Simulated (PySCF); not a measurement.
# C6H10FNS: the cost of one run

The runs use PySCF 2.14.0, with density-fitted response routines of our own; the level of theory stands in each step. All values are computed, except where a source is named. Atoms count from 0, in the outputs and in this text.

## (1) The molecule as given

19 atoms, charge 0, multiplicity 1; geometry from: GFN2-xTB.

Bonds of the start (Å): C0–S1 1.81, S1–C2 1.83, C2–F3 1.37, C2–C4 1.53, C4–C5 1.53, C4–C6 1.54, C6–C7 1.44, C7–N8 1.14, C0–H9 1.09, C0–H10 1.09, C0–H11 1.08, C2–H12 1.10, C4–H13 1.10, C5–H14 1.09, C5–H15 1.09, C5–H16 1.09, C6–H17 1.09, C6–H18 1.09.

## (2) Geometry optimisation at PBE0-D3(BJ)/def2-SVP

Job settings and geometry (Å):

```
{"job": {"xc": "PBE0", "basis": "def2-SVP", "d3": "d3bj", "grid": 1, "kind": "geom"}, "charge": 0, "multiplicity": 1}
C     -3.046860    -0.424288     0.665593
S     -1.537858     0.366350     1.281469
C     -0.574660     0.334336    -0.272965
F     -1.160606     1.196125    -1.166698
C      0.879453     0.739192    -0.042994
C      1.637942     0.739982    -1.369546
C      1.541348    -0.213390     0.965720
C      1.497762    -1.577050     0.503998
N      1.449063    -2.654396     0.124831
H     -3.424155     0.142159    -0.181069
H     -2.825270    -1.450328     0.384244
H     -3.763495    -0.405151     1.479712
H     -0.656692    -0.669465    -0.708006
H      0.879777     1.749387     0.380046
H      2.657964     1.084976    -1.217611
H      1.153766     1.401666    -2.083382
H      1.668973    -0.263885    -1.790036
H      1.027952    -0.161289     1.929636
H      2.585794     0.074318     1.109597
```

The run is started by

```console
$ OMP_NUM_THREADS=1 python probes_run.py task.json out
```

This one command runs all jobs of the session in turn.

Q: Estimate the wall time and peak memory of this first job on 1 thread of Arm Neoverse N1, shared host.

About 2.4 min, with a peak of 0.86 GiB.
